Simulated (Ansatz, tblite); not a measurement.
# Ga8P7 zinc blende ring rod (Ga₈P₇H₂₄−): a ladder of methods and basis sets, part 2 of 2

Aim: run the singlet of Ga8P7 zinc blende ring rod (Ga₈P₇H₂₄−) at one geometry on many levels, and compare frontier levels, spin and run time.

Ansatz 0.2.0, Gaussian basis; as each input shows. The steps go on from the part before.

### 9 PBE0-D4/def2-TZVP

in.yaml reads:

```yaml
crystal:
  periodic: [false, false, false]
  atoms:
    - {symbol: P, position_ang: [-1.093205, -1.094646, -0.731606]}
    - {symbol: P, position_ang: [1.652920, -0.978050, -3.087829]}
    - {symbol: P, position_ang: [-0.972830, -0.975816, 4.703886]}
    - {symbol: P, position_ang: [1.513066, -1.147149, 2.051244]}
    - {symbol: P, position_ang: [-0.982712, 1.654614, -3.084631]}
    - {symbol: P, position_ang: [1.674641, 1.676327, -0.631751]}
    - {symbol: P, position_ang: [-1.147138, 1.509691, 2.052837]}
    - {symbol: Ga, position_ang: [-2.614761, 0.421051, -1.855332]}
    - {symbol: Ga, position_ang: [-2.612825, 0.447760, 3.624639]}
    - {symbol: Ga, position_ang: [0.371882, 0.376999, -4.612580]}
    - {symbol: Ga, position_ang: [0.422750, -2.613039, -1.859099]}
    - {symbol: Ga, position_ang: [0.268676, 0.267969, 0.561638]}
    - {symbol: Ga, position_ang: [3.239640, 0.203491, -1.758411]}
    - {symbol: Ga, position_ang: [0.455838, -2.612566, 3.626567]}
    - {symbol: Ga, position_ang: [0.199153, 3.241065, -1.755191]}
    - {symbol: H, position_ang: [-1.806243, -1.809873, 0.274646]}
    - {symbol: H, position_ang: [2.478660, -1.764576, -3.942415]}
    - {symbol: H, position_ang: [-1.661087, -1.665473, 5.739532]}
    - {symbol: H, position_ang: [-0.162201, -0.161977, 5.541964]}
    - {symbol: H, position_ang: [2.363594, -1.904442, 1.207215]}
    - {symbol: H, position_ang: [2.496862, -0.380771, 2.733451]}
    - {symbol: H, position_ang: [-1.770996, 2.480663, -3.937292]}
    - {symbol: H, position_ang: [2.350903, 2.352108, 0.426357]}
    - {symbol: H, position_ang: [-1.903762, 2.362548, 1.210583]}
    - {symbol: H, position_ang: [-0.380697, 2.491612, 2.737691]}
    - {symbol: H, position_ang: [-3.558034, -0.417585, -2.790892]}
    - {symbol: H, position_ang: [-3.246908, 1.320532, -0.716500]}
    - {symbol: H, position_ang: [-3.571481, -0.511437, 2.850924]}
    - {symbol: H, position_ang: [-3.102212, 1.489365, 4.691853]}
    - {symbol: H, position_ang: [-0.571084, -0.566059, -5.453124]}
    - {symbol: H, position_ang: [1.352889, 1.359985, -5.358486]}
    - {symbol: H, position_ang: [-0.416134, -3.555912, -2.794889]}
    - {symbol: H, position_ang: [1.324785, -3.245881, -0.722679]}
    - {symbol: H, position_ang: [3.845532, -0.724904, -0.626202]}
    - {symbol: H, position_ang: [4.216497, 1.082218, -2.623378]}
    - {symbol: H, position_ang: [-0.500889, -3.575624, 2.855201]}
    - {symbol: H, position_ang: [1.499488, -3.096869, 4.694101]}
    - {symbol: H, position_ang: [-0.728465, 3.845298, -0.621459]}
    - {symbol: H, position_ang: [1.075888, 4.219314, -2.620584]}
basis:
  gaussian: {orbitals: def2-TZVP, fitting: {mean_field: def2-universal-jkfit}, initial_orbitals: start.molden}
total_charge: -1
hamiltonian: {xc: pbe0, dispersion: d4}
scf: {omitted_lower_state_checks: [starts]}
output: {orbitals: {seedname: orbitals}}
```

Started as:

```bash
$ ansatz run in.yaml --threads 2 --pin off --events-out ev --progress --plain --max-ram 32768MiB --backend cuda --devices 0, --max-vram 18GiB
```

Output (excerpt; [...] marks lines left out):

```text
Functional definition: PBE0
  name "PBE0"
  cite "Adamo & Barone, J. Chem. Phys. 110, 6158 (1999) doi:10.1063/1.478522"
  cite "Perdew, Burke & Ernzerhof, Phys. Rev. Lett. 77, 3865 (1996) doi:10.1103/PhysRevLett.77.3865"
  parent pbe
[...]
3456 factors; integrals over basis functions are off by at most 6.1e-1 eV
[...]
mean field -484368.92116303 eV, -17800.2295356948 hartree, gradient 2.4e-5 eV, S^2 0.000000; 0 other end points of the search recorded, 0 dependent functions left out
reference -484368.92124402 eV, -17800.2295386711 hartree; 189, 189 occupied and 598, 598 virtual orbitals, 3456 factors
Total energy: -484371.45794499 eV, -17800.3227607121 hartree
Checks for a lower state left out: starts
```

Wall time 9.6 s (1 × H100 (card shared with other runs) with 2 threads of AMD EPYC 7R13, shared host).

Report: HOMO -4.10 eV, LUMO 1.07 eV.

### 10 PBE-D4/def2-TZVP

in.yaml, as its differences from that of step 9:

```diff
@@ -45,3 +45,3 @@
 total_charge: -1
-hamiltonian: {xc: pbe0, dispersion: d4}
+hamiltonian: {xc: pbe, dispersion: d4}
 scf: {omitted_lower_state_checks: [starts]}
```

Launched as before.

Output:

```text
Functional definition: PBE
  name "PBE"
  cite "Perdew, Burke & Ernzerhof, Phys. Rev. Lett. 77, 3865 (1996) doi:10.1103/PhysRevLett.77.3865"
  parent pbe
  parameter kappa = 0.804
  parameter beta = 0.06672455060314922
  exchange = pbe_x(kappa = kappa, mu = beta*pi^2/3)
  correlation = pbe_c(beta = beta)
these checks for a lower state are left out or cut short: starts
3456 factors; integrals over basis functions are off by at most 6.1e-1 eV
mean field evaluation 1: about -484344.6665 eV, gradient 3.4e2 eV
mean field evaluation 2: about -484353.2038 eV, gradient 1.2e1 eV
mean field evaluation 4: about -484353.5730 eV, gradient 3.6e-1 eV
mean field evaluation 8: about -484353.5740 eV, gradient 1.8e-5 eV
mean field -484353.57404407 eV, -17799.6655394756 hartree, gradient 1.8e-5 eV, S^2 0.000000; 0 other end points of the search recorded, 0 dependent functions left out
reference -484353.57415249 eV, -17799.6655434598 hartree; 189, 189 occupied and 598, 598 virtual orbitals, 3456 factors
Total energy: -484356.37565079 eV, -17799.7684966235 hartree
Checks for a lower state left out: starts
```

It took 11 s on 1 × H100 (card shared with other runs) with 2 threads of AMD EPYC 7R13, shared host.

HOMO -3.05 eV, LUMO 0.32 eV.

### 11 HF/STO-3G

in.yaml, as its differences from that of step 10:

```diff
@@ -43,5 +43,5 @@
 basis:
-  gaussian: {orbitals: def2-TZVP, fitting: {mean_field: def2-universal-jkfit}, initial_orbitals: start.molden}
+  gaussian: {orbitals: STO-3G}
 total_charge: -1
-hamiltonian: {xc: pbe, dispersion: d4}
+hamiltonian: {xc: hf}
 scf: {omitted_lower_state_checks: [starts]}
```

Launched as before.

Output:

```text
Functional definition: HF
  name "HF"
  cite "Fock, Z. Phys. 61, 126 (1930) doi:10.1007/BF01340294"
  parent pbe
  exchange = exact_x
  correlation = 0
these checks for a lower state are left out or cut short: starts
2512 factors; integrals over basis functions are off by at most 4.3e-5 eV
mean field evaluation 1: about -478367.2704 eV, gradient 3.3e1 eV
mean field evaluation 2: about -478367.4522 eV, gradient 3.3e1 eV
mean field evaluation 4: about -478374.9858 eV, gradient 3.8e0 eV
mean field evaluation 8: about -478375.1365 eV, gradient 8.1e-2 eV
mean field -478375.13561763 eV, -17579.9619796350 hartree, gradient 1.3e-5 eV, S^2 0.000000; 0 other end points of the search recorded, 0 dependent functions left out
reference -478375.13561763 eV, -17579.9619796350 hartree; 189, 189 occupied and 42, 42 virtual orbitals, 2512 factors
Total energy: -478375.13561763 eV, -17579.9619796350 hartree
Checks for a lower state left out: starts
```

Run time: 8 s. Hardware: 1 × H100 (card shared with other runs) with 2 threads of AMD EPYC 7R13, shared host.

Report: HOMO -1.91 eV, LUMO 9.57 eV.

### 12 HF/6-31G

in.yaml, as its differences from that of step 11:

```diff
@@ -43,3 +43,3 @@
 basis:
-  gaussian: {orbitals: STO-3G}
+  gaussian: {orbitals: 6-31G}
 total_charge: -1
```

Same command.

Output:

```text
Functional definition: HF
  name "HF"
  cite "Fock, Z. Phys. 61, 126 (1930) doi:10.1007/BF01340294"
  parent pbe
  exchange = exact_x
  correlation = 0
these checks for a lower state are left out or cut short: starts
3748 factors; integrals over basis functions are off by at most 5.8e-4 eV
mean field evaluation 1: about -483877.6512 eV, gradient 3.4e1 eV
mean field evaluation 2: about -483878.2084 eV, gradient 3.4e1 eV
mean field evaluation 4: about -483883.6131 eV, gradient 5.6e0 eV
mean field evaluation 8: about -483883.6987 eV, gradient 2.4e-1 eV
mean field -483883.69902744 eV, -17782.3979511073 hartree, gradient 2.3e-5 eV, S^2 0.000000; 0 other end points of the search recorded, 0 dependent functions left out
reference -483883.69902744 eV, -17782.3979511073 hartree; 189, 189 occupied and 182, 182 virtual orbitals, 3748 factors
Total energy: -483883.69902744 eV, -17782.3979511073 hartree
Checks for a lower state left out: starts
```

Run time: 11 s. Hardware: 1 × H100 (card shared with other runs) with 2 threads of AMD EPYC 7R13, shared host.

From the report: HOMO -6.47 eV, LUMO 4.09 eV.

### 13 B3LYP-D4/6-31G

in.yaml, as its differences from that of step 12:

```diff
@@ -45,3 +45,3 @@
 total_charge: -1
-hamiltonian: {xc: hf}
+hamiltonian: {xc: {name: B3LYP}, dispersion: d4}
 scf: {omitted_lower_state_checks: [starts]}
```

Same command.

Output (excerpt; [...] marks lines left out):

```text
Functional definition: B3LYP
  name "B3LYP"
  cite "Stephens, Devlin, Chabalowski & Frisch, J. Phys. Chem. 98, 11623 (1994) doi:10.1021/j100096a001"
  cite "Becke, Phys. Rev. A 38, 3098 (1988) doi:10.1103/PhysRevA.38.3098"
  cite "Lee, Yang & Parr, Phys. Rev. B 37, 785 (1988) doi:10.1103/PhysRevB.37.785"
  cite "Vosko, Wilk & Nusair, Can. J. Phys. 58, 1200 (1980) doi:10.1139/p80-159"
[...]
3748 factors; integrals over basis functions are off by at most 5.8e-4 eV
[...]
mean field -484377.18572128 eV, -17800.5332526083 hartree, gradient 3.8e-5 eV, S^2 0.000000; 0 other end points of the search recorded, 0 dependent functions left out
reference -484377.18640692 eV, -17800.5332778050 hartree; 189, 189 occupied and 182, 182 virtual orbitals, 3748 factors
Total energy: -484381.71939217 eV, -17800.6998619407 hartree
Checks for a lower state left out: starts
```

Run time: 12 s. Hardware: 1 × H100 (card shared with other runs) with 2 threads of AMD EPYC 7R13, shared host.

Report: HOMO -3.81 eV, LUMO 1.37 eV.

### 14 MP2/def2-SVP

in.yaml, as its differences from that of step 13:

```diff
@@ -43,5 +43,5 @@
 basis:
-  gaussian: {orbitals: 6-31G}
+  gaussian: {orbitals: def2-SVP, initial_orbitals: start.molden}
 total_charge: -1
-hamiltonian: {xc: {name: B3LYP}, dispersion: d4}
+correlation: {method: mp2}
 scf: {omitted_lower_state_checks: [starts]}
```

The command is unchanged.

Output:

```text
Functional definition: HF
  name "HF"
  cite "Fock, Z. Phys. 61, 126 (1930) doi:10.1007/BF01340294"
  parent pbe
  exchange = exact_x
  correlation = 0
these checks for a lower state are left out or cut short: starts
4944 factors; integrals over basis functions are off by at most 9.7e-4 eV
mean field evaluation 1: about -483887.7244 eV, gradient 4.3e1 eV
mean field evaluation 2: about -483891.7176 eV, gradient 3.5e0 eV
mean field evaluation 4: about -483891.8224 eV, gradient 1.4e-1 eV
mean field evaluation 8: about -483891.8225 eV, gradient 1.3e-6 eV
mean field -483891.82246686 eV, -17782.6964819996 hartree, gradient 1.3e-6 eV, S^2 0.000000; 0 other end points of the search recorded, 0 dependent functions left out
107 core orbitals not correlated: weight in the atoms' cores, before any rotation towards them, 1.000 or more for the frozen orbitals, at most 0.000 for the correlated occupied ones
reference -483891.82246686 eV, -17782.6964819996 hartree; 82, 82 occupied and 313, 313 virtual orbitals, 4944 factors
second order -73.18438508 eV of doubles, -0.00000000 eV of singles
Total energy: -483965.00685194 eV, -17785.3859585452 hartree
Checks for a lower state left out: starts
```

It took 12 s on 1 × H100 (card shared with other runs) with 2 threads of AMD EPYC 7R13, shared host.

Report: Hartree-Fock HOMO -6.55 eV, LUMO 4.43 eV.

### 15 RPA/def2-SVP

in.yaml, as its differences from that of step 14:

```diff
@@ -45,4 +45,4 @@
 total_charge: -1
-correlation: {method: mp2}
+hamiltonian: {xc: pbe}
+correlation: {method: rpa}
 scf: {omitted_lower_state_checks: [starts]}
-output: {orbitals: {seedname: orbitals}}
```

Launched as before.

Output (excerpt; [...] marks lines left out):

```text
Functional definition: PBE
  name "PBE"
  cite "Perdew, Burke & Ernzerhof, Phys. Rev. Lett. 77, 3865 (1996) doi:10.1103/PhysRevLett.77.3865"
  parent pbe
[...]
4944 factors; integrals over basis functions are off by at most 9.7e-4 eV
[...]
mean field -484277.18955987 eV, -17796.8584614563 hartree, gradient 2.7e-6 eV, S^2 0.000000; 0 other end points of the search recorded, 0 dependent functions left out
107 core orbitals not correlated: weight in the atoms' cores, before any rotation towards them, 1.000 or more for the frozen orbitals, at most 0.000 for the correlated occupied ones
reference -483884.06893305 eV, -17782.4115448876 hartree; 82, 82 occupied and 313, 313 virtual orbitals, 4944 factors
Total energy: -484000.76449948 eV, -17786.7000278546 hartree
Checks for a lower state left out: starts
```

Wall time 15 s (1 × H100 (card shared with other runs) with 2 threads of AMD EPYC 7R13, shared host); peak host memory 3.3 GiB.

### 16 Comparison

```csv
level,functions,HOMO (eV),LUMO (eV),gap (eV),time
HF/STO-3G,231,-1.91,9.57,11.48,8 s
HF/6-31G,371,-6.47,4.09,10.56,11 s
PBE-D4/def2-SVP,502,-2.95,0.66,3.61,12 s
PBE-D4/def2-TZVP,787,-3.05,0.32,3.37,11 s
r2SCAN-D4/def2-SVP,502,-3.22,0.81,4.03,15 s
B3LYP-D4/6-31G,371,-3.81,1.37,5.17,12 s
PBE0-D4/def2-SVP,502,-4.03,1.41,5.44,9.5 s
PBE0-D4/def2-TZVP,787,-4.10,1.07,5.17,9.6 s
CAM-B3LYP-D4/def2-SVP,502,-5.20,2.49,7.69,15 s
```

The pieces so far (eV):

```
   basis            HF  MP2 correlation               total
def2-SVP  -483891.8225         -73.1844  -483965.0069 (MP2)
```

### 17 Summary of results

This closing draws on all 2 parts.

| quantity | value |
| --- | --- |
| gap in def2-SVP, named functionals, smallest and largest | 3.61 eV (PBE-D4), 7.69 eV (CAM-B3LYP-D4) |
| correlation energy, MP2/def2-SVP | -73.18 eV |
| PBE0 total energy, smallest basis above largest | 75.75 eV (def2-SVP, def2-TZVP) |

**Reading.** Orbital gaps of the named functionals in def2-SVP span 3.61 eV (PBE-D4) to 7.69 eV (CAM-B3LYP-D4); exact exchange widens it.

The slowest run with a step of its own, B2PLYP/def2-SVP, took 29 s; the quickest functional in def2-SVP took 9.5 s (shared host).
